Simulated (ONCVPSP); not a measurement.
**Pseudopotential generation for beryllium: ONCV, PBE**

Do these settings give a usable potential? It is generated, then checked for transferability, scattering, ghosts and hardness.

Program: ONCVPSP 4.0.1.1 (patched build). Reference atom: PBE, scalar-relativistic, spherical and spin-unpolarised. All values are calculated.

### Step 1. Settings

The settings as typed:

```
element                 : beryllium (Be, Z = 4)
type                    : optimised norm-conserving Vanderbilt (ONCV)
frozen core             : [He]
valence charge          : 2
reference configuration : 2s1.5 (charge +0.5)
partial waves           : 2s: rc 1.35 bohr, ncon 5, nbas 8, qcut 4.5 1/bohr, 2 projectors, debl 2.2 Ha; p scattering state at 0.43 Ha: rc 1.30 bohr, ncon 5, nbas 9, qcut 6.5 1/bohr, 2 projectors, debl 3 Ha; d scattering state at 0.26 Ha: rc 1.40 bohr, ncon 4, nbas 7, qcut 7 1/bohr, 2 projectors, debl 1.2 Ha
local potential         : polynomial inside 1.25 bohr (lpopt 4, dvloc0 -1 Ha)
core correction         : Teter function fitted to the true core (icmod 2), fcfact 0.15
```

The nodes and maxima of the atom's own shells, from an earlier all-electron run, set the scale for the radii.

All-electron outer shells of the reference configuration (PBE, scalar-relativistic, ld1.x):

| shell | level (eV) | outermost node (bohr) | outermost maximum (bohr) |
| --- | --- | --- | --- |
| 1s | -111.59 | – | 0.27 |
| 2s | -9.50 | 0.59 | 1.97 |
| 2p | -5.67 | – | 2.07 |

### Step 2. Generating the potential

File Be.dat:

```
# ATOM AND REFERENCE CONFIGURATION
# atsym  z   nc   nv     iexc    psfile
  Be 4.00    1    1        4      upf
#
#   n    l    f
    1    0    2.00
    2    0    1.50
#
# PSEUDOPOTENTIAL AND OPTIMIZATION
# lmax
    2
#
#   l,   rc,      ep,       ncon, nbas, qcut
    0    1.35    0.00    5    8    4.50
    1    1.30    0.43    5    9    6.50
    2    1.40    0.26    4    7    7.00
#
# LOCAL POTENTIAL
# lloc, lpopt,  rc(5),   dvloc0
    4    4    1.25   -1.00
#
# VANDERBILT-KLEINMAN-BYLANDER PROJECTORs
# l, nproj, debl
    0    2    2.20
    1    2    3.00
    2    2    1.20
#
# MODEL CORE CHARGE
# icmod, fcfact, rcfact
    2    0.15    1.05
#
# LOG DERIVATIVE ANALYSIS
# epsh1, epsh2, depsh
   -2.00    5.00    0.02
#
# OUTPUT GRID
# rlmax, drl
    6.00    0.01
#
# TEST CONFIGURATIONS
# ncnf
    4
# nvcnf
#   n    l    f
    1
    2    0    2.00
#
    1
    2    0    1.00
#
    2
    2    0    1.00
    2    1    1.00
#
    2
    2    0    0.00
    2    1    2.00
#
```

The run is started by

```
oncvpsp.x < Be.dat > Be.out
```

Q: Predict the outcome of this session. Wanted: cutoffs for 1 and 0.1 mHa per electron, occupied waves; bound ghosts; GHOST(+) flags; largest test error; largest phase difference near zero energy, channels read; rms error of d²Exc/dn², without and with the model core.

**Answer**, as computed:

```
                                                quantity                 value
  cutoffs for 1 and 0.1 mHa per electron, occupied waves       40 Ha and 83 Ha
                                            bound ghosts        s at -78.51 eV
                                          GHOST(+) flags    none at low energy
                            largest test error (AE − PS)  +24 meV, for 2s0 2p2
largest phase difference near zero energy, channels read             0.000 rad
 rms error of d²Exc/dn², without and with the model core     2.81 and 2.70 mHa
```

In words: A bound ghost (s) makes it unfit for use: electrons can fall into a state that the atom doesn't have. By total energies transferability is good: the largest error is 24 meV on 3.5 eV, for 2s0 2p2. Atomic tests can pass in spite of a ghost, since they solve only for the levels asked. The potential is hard: the looser tolerance needs 40 Ha. Near zero energy the phases of the channels with partial waves agree within 0.001 rad.
